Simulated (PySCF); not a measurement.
**C2H5NOSi (SMILES C#C[SiH](N)O): levels of theory compared**

Aim: a comparison of 6 runs (HF/3-21G, HF/def2-SVP, B3LYP/STO-3G, B3LYP/6-31G*, M06-2X/pcseg-1, MP2/STO-3G) of C2H5NOSi. 

The results are computed with PySCF 2.14.0.

## 1. The molecule

C2H5NOSi: 10 atoms, total charge 0, spin state singlet. As SMILES, `C#C[SiH](N)O`. The coordinates come from a GFN2-xTB relaxation. This is one conformer, not always the lowest.

Bond lengths: C1–C2 1.202 Å, C2–Si3 1.856 Å, Si3–N4 1.730 Å, Si3–O5 1.628 Å, C1–H6 1.053 Å, Si3–H7 1.462 Å, N4–H8 1.006 Å, N4–H9 1.008 Å, O5–H10 0.953 Å. Some angles: C1–C2–Si3 178.0°, C2–Si3–N4 115.9°, C2–Si3–O5 102.9°, N4–Si3–O5 108.3°, C2–C1–H6 179.0°, C2–Si3–H7 111.2°, N4–Si3–H7 105.5°, O5–Si3–H7 113.3°, Si3–N4–H8 118.2°, Si3–N4–H9 118.0°.

## 2. Energy and forces at HF/3-21G (run 1)

calc.py reads:

```python
import pyscf.grad
from pyscf import gto

mol = gto.M(
    atom='''
C     -2.378920     1.058060    -0.137290
C     -1.266910     0.622490    -0.270390
Si     0.428390    -0.108960    -0.454580
N      0.867530    -1.301350     0.718750
O      1.402610     1.180710    -0.263610
H     -3.346600     1.457040    -0.025050
H      0.583330    -0.762720    -1.752660
H      0.400870    -2.192270     0.689640
H      0.966210    -1.008300     1.678560
H      2.343490     1.055290    -0.183360
''',
    max_memory=1860,
    spin=0,
    verbose=3,
    basis='3-21g',
)

myscf = mol.RHF()
myscf.conv_tol = 1e-10
myscf.kernel()
if not myscf.converged:
    myscf = myscf.newton().run(myscf.mo_coeff, myscf.mo_occ)

etot = myscf.e_tot
print(f'total energy: {etot:.8f} hartree')
grad = myscf.Gradients().kernel()
myscf.analyze()
```

Started as:

```console
$ OMP_NUM_THREADS=1 python calc.py
```

What it wrote:

```text
converged SCF energy = -494.236732515649
[... 18 lines left out ...]
MO #9   energy= -4.25731122513202  occ= 2
[... 9 lines left out ...]
MO #19  energy= -0.502809945786356 occ= 2
[... 9 lines left out ...]
MO #29  energy= 0.317304586726908  occ= 0
[... 9 lines left out ...]
MO #39  energy= 0.992212337648883  occ= 0
[... 9 lines left out ...]
MO #49  energy= 1.46441819381408   occ= 0
[... 9 lines left out ...]
MO #59  energy= 3.23913410199965   occ= 0
[... 11 lines left out ...]
Dipole moment(X, Y, Z, Debye): -0.19572, -1.59989,  1.15577
```

It took 4.2 s on 1 thread of Intel Xeon at 2.70GHz, shared host; peak memory 0.13 GiB.

## 3. Energy and forces at HF/def2-SVP (run 2)

job.py reads:

```python
import pyscf.grad
from pyscf import gto

system = gto.Mole()
system.atom = '''
C       -2.378920       1.058060      -0.137290
C       -1.266910       0.622490      -0.270390
Si       0.428390      -0.108960      -0.454580
N        0.867530      -1.301350       0.718750
O        1.402610       1.180710      -0.263610
H       -3.346600       1.457040      -0.025050
H        0.583330      -0.762720      -1.752660
H        0.400870      -2.192270       0.689640
H        0.966210      -1.008300       1.678560
H        2.343490       1.055290      -0.183360
'''
system.verbose = 4
system.max_memory = 1860
system.basis = 'def2-svp'
system.build()

myscf = system.RHF()
myscf.conv_tol = 1e-10
myscf.kernel()
if not myscf.converged:
    myscf = myscf.newton().run(myscf.mo_coeff, myscf.mo_occ)

energy = myscf.e_tot
print('E(%s) = %.9f' % ('HF', energy))
grad = myscf.Gradients().kernel()
dip = myscf.dip_moment()
pop, q = myscf.mulliken_pop()
```

Started as:

```console
$ OMP_NUM_THREADS=1 python job.py
```

What it wrote:

```text
PySCF version 2.14.0

[... 70 lines left out ...]
converged SCF energy = -496.664496500982
[... 12 lines left out ...]
Dipole moment(X, Y, Z, Debye):  0.12054, -1.29146,  1.09447
[... 110 lines left out ...]
charge of    9H =      0.21319
```

Wall time 21 s (1 thread of Intel Xeon at 2.70GHz, shared host); peak memory 0.21 GiB.

Runs 3 to 5 aren't shown in full; the table further down has their settings and results.

## 4. Energy and gradient at MP2/STO-3G (run 6)

job.py reads:

```python
from pyscf import gto, scf, mp

molecule = gto.M(
    atom='''
C   -2.378920   1.058060  -0.137290
C   -1.266910   0.622490  -0.270390
Si   0.428390  -0.108960  -0.454580
N    0.867530  -1.301350   0.718750
O    1.402610   1.180710  -0.263610
H   -3.346600   1.457040  -0.025050
H    0.583330  -0.762720  -1.752660
H    0.400870  -2.192270   0.689640
H    0.966210  -1.008300   1.678560
H    2.343490   1.055290  -0.183360
''',
    basis='sto-3g',
    verbose=3,
    spin=0,
    charge=0,
    max_memory=1860,
)

myscf = scf.RHF(molecule)
myscf.conv_tol = 1e-10
myscf.kernel()
if not myscf.converged:
    myscf = myscf.newton().run(myscf.mo_coeff, myscf.mo_occ)

pt = mp.MP2(myscf, frozen=9).run()
e_final = pt.e_tot
print('Final energy', e_final)
grad = pt.nuc_grad_method().kernel()
dip = myscf.dip_moment()
pop, q = myscf.mulliken_pop()
```

Started as:

```console
$ OMP_NUM_THREADS=1 python job.py
```

What it wrote:

```text
converged SCF energy = -490.855618168565
[... 2 lines left out ...]
Final energy -491.1127025758975
[... 8 lines left out ...]
Dipole moment(X, Y, Z, Debye):  0.10230, -1.23992,  0.39100
[... 45 lines left out ...]
charge of    9H =      0.18664
```

Run time: 4.5 s. Hardware: 1 thread of Intel Xeon at 2.70GHz, shared host; peak memory 0.13 GiB.

## 5. All runs side by side

| run | level | integration grid | Cartesian functions | energy (Eh) | dipole moment (D) of the reference | HOMO energy (eV) | LUMO energy (eV) | wall time |
| --- | --- | --- | --- | --- | --- | --- | --- | --- |
| 1 | HF/3-21G | – | no | -494.236733 | 1.98 | -10.73 | 4.39 | 4.2 s |
| 2 | HF/def2-SVP | – | no | -496.664497 | 1.70 | -10.75 | 4.03 | 21 s |
| 3 | B3LYP/STO-3G | 5 | no | -492.533733 | 1.38 | -3.81 | 4.60 | 28 s |
| 4 | B3LYP/6-31G* (Cartesian functions) | 5 | yes | -498.688767 | 1.71 | -7.03 | 0.27 | 50 s |
| 5 | M06-2X/pcseg-1 | 5 | no | -498.546522 | 1.72 | -9.02 | 0.95 | 1.9 min |
| 6 | MP2/STO-3G | – | no | -491.112703 | 1.30 | -8.63 | 10.07 | 4.5 s |

## 6. Results

```
                                          quantity          value
                               run 6: total energy  -491.11270 Eh
       run 6: dipole moment (Hartree–Fock density)         1.30 D
        run 6: HOMO energy (Hartree–Fock orbitals)       -8.63 eV
        run 6: LUMO energy (Hartree–Fock orbitals)       10.07 eV
      run 6: HOMO–LUMO gap (Hartree–Fock orbitals)       18.70 eV
run 6: correlation energy (9 core orbitals frozen)     -257.1 mEh
                   run 6: largest force on an atom     3.686 eV/Å
```

Over runs 1, 2, 3, 4, 5 the dipole moment (its size) runs from 1.38 D (B3LYP/STO-3G) to 1.98 D (HF/3-21G). The two ends differ in method and basis. Over runs 1, 2, 3, 4, 5 the HOMO–LUMO gap runs from 7.31 eV (B3LYP/6-31G*) to 15.12 eV (HF/3-21G). Totals of different functionals can't be ranked against each other. In runs 3, 6 the basis is minimal, so the values are rough. All runs together took 3.7 min, the longest 1.9 min.
